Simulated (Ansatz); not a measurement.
# C₂H₈O₃SeZr: up Jacob's ladder to CCSD(T)

One table from this session's results is given with a row withheld; the runs are named, their logs left out.

Method: functionals in def2-TZVPP, the program's frozen cores in correlated methods; program: Ansatz 0.2.0, Gaussian basis.

Levels to be run: LDA (SPW92), PBE-D4, revPBE-D4, BLYP-D4, r2SCAN-D4, B97M-V, PBE0-D4, B3LYP-D4, r2SCANh-D4, r2SCAN0-D4, HSE06-D4, BHLYP-D4, CAM-B3LYP-D4, LC-ωPBE, ωB97X-V, ωB97M-V, B2PLYP, PBE-QIDH; CCSD(T)/def2-SVP; CCSD(T)/def2-TZVPP; MP2/def2-QZVPP; extrapolation to the limit; RPA on PBE.

2 further runs of the same task are left out: 1 for a known fault of the program, 1 that didn't finish.

### Structure used throughout

All runs share one geometry, relaxed beforehand with PBE0-D4 in a triple-zeta def2 set. Zr takes the def2 core potential; no spin-orbit term is included.

SMILES `C[O][Zr]([OH])([SeH])[O]C`, 15 atoms, charge 0, spin multiplicity 1.

Atoms are counted from 1 here; the program's logs count them from 0.

Bond lengths: C1–O2 1.390 Å, C1–H8 1.094 Å, C1–H9 1.095 Å, C1–H10 1.095 Å, O2–Zr3 1.904 Å, Zr3–O4 1.920 Å, Zr3–Se5 2.626 Å, Zr3–O6 1.908 Å, O4–H11 0.952 Å, Se5–H12 1.472 Å, O6–C7 1.388 Å, C7–H13 1.095 Å, C7–H14 1.095 Å, C7–H15 1.095 Å. Angles: O2–C1–H8 110.0°, O2–C1–H9 110.6°, O2–C1–H10 110.7°, H8–C1–H9 108.4°, H8–C1–H10 108.4°, H9–C1–H10 108.6°, C1–O2–Zr3 172.5°, O2–Zr3–O4 113.0°, O2–Zr3–Se5 104.0°, O2–Zr3–O6 110.7°, O4–Zr3–Se5 110.3°, O4–Zr3–O6 109.4°, Se5–Zr3–O6 109.3°, Zr3–O4–H11 171.9°, Zr3–Se5–H12 90.2°, Zr3–O6–C7 179.1°, O6–C7–H13 110.6°, O6–C7–H14 110.3° and more.

Geometry (Å):

```
C    -2.32548    1.75060    0.45649
O    -1.53342    0.66216    0.10911
Zr   -0.30757   -0.76818   -0.17017
O    -0.57884   -2.23420    1.04001
Se   -0.76926   -1.52710   -2.64173
O     1.49189   -0.15163   -0.02712
C     2.79608    0.31487    0.06648
H    -3.03747    1.96709   -0.34586
H    -2.88912    1.54019    1.37121
H    -1.70930    2.64034    0.62237
H    -0.76928   -2.87067    1.72147
H     0.16189   -2.65475   -2.47484
H     3.37645   -0.30084    0.76196
H     3.28230    0.28238   -0.91408
H     2.81113    1.34973    0.42471
```

The first run:

Contents of in.yaml:

```yaml
crystal:
  periodic: [false, false, false]
  atoms:
    - {symbol: C, position_ang: [-2.325480, 1.750599, 0.456489]}
    - {symbol: O, position_ang: [-1.533416, 0.662161, 0.109106]}
    - {symbol: Zr, position_ang: [-0.307566, -0.768178, -0.170165]}
    - {symbol: O, position_ang: [-0.578839, -2.234198, 1.040012]}
    - {symbol: Se, position_ang: [-0.769261, -1.527097, -2.641732]}
    - {symbol: O, position_ang: [1.491886, -0.151633, -0.027120]}
    - {symbol: C, position_ang: [2.796082, 0.314866, 0.066483]}
    - {symbol: H, position_ang: [-3.037467, 1.967087, -0.345855]}
    - {symbol: H, position_ang: [-2.889124, 1.540192, 1.371210]}
    - {symbol: H, position_ang: [-1.709300, 2.640342, 0.622368]}
    - {symbol: H, position_ang: [-0.769276, -2.870668, 1.721471]}
    - {symbol: H, position_ang: [0.161891, -2.654752, -2.474842]}
    - {symbol: H, position_ang: [3.376454, -0.300844, 0.761963]}
    - {symbol: H, position_ang: [3.282301, 0.282379, -0.914081]}
    - {symbol: H, position_ang: [2.811134, 1.349734, 0.424714]}
basis:
  gaussian: {orbitals: def2-TZVPP}
hamiltonian: {xc: lda}
output: {orbitals: {seedname: orbitals}}
```

The run is started by

```sh
> ansatz run in.yaml --threads 2 --pin off --events-out ev --progress --plain --max-ram 22528MiB --backend cuda --devices 0, --max-vram 18GiB
```

Steps of the session up to this table: LDA; PBE-D4 (GGA); revPBE-D4 (GGA); BLYP-D4 (GGA); r2SCAN-D4 (meta-GGA); B97M-V (meta-GGA); PBE0-D4 (hybrid); B3LYP-D4 (hybrid); r2SCANh-D4 (hybrid); r2SCAN0-D4 (hybrid); HSE06-D4 (hybrid); BHLYP-D4 (hybrid); CAM-B3LYP-D4 (range-separated); LC-ωPBE (range-separated); ωB97X-V (range-separated); ωB97M-V (range-separated); B2PLYP (double hybrid); PBE-QIDH (double hybrid).

One table of the session follows, with a row left open; its other results are not shown here.

It belongs to the step «Orbital energies across the functionals». 

```
  functional  HOMO (eV)  gap (eV)
 LDA (SPW92)      -5.47      4.00
      PBE-D4      -5.32      4.05
   revPBE-D4      -5.26      4.07
     BLYP-D4      -5.14      3.99
   r2SCAN-D4      -5.60      4.52
      B97M-V      -5.64      4.53
     PBE0-D4      -6.45      6.02
    B3LYP-D4      -6.21      5.56
  r2SCANh-D4      -6.01      5.24
  r2SCAN0-D4      -6.64      6.33
    HSE06-D4      -6.06      5.25
    BHLYP-D4      -7.42      7.68
CAM-B3LYP-D4      -7.68      8.07
     LC-ωPBE          ?         ?
     ωB97X-V      -8.69      9.93
     ωB97M-V      -8.57      9.26
```

Estimate the missing values for LC-ωPBE.

The run gave: HOMO (eV): -9.01; gap (eV): 10.40. In the column «HOMO (eV)» it is the lowest.
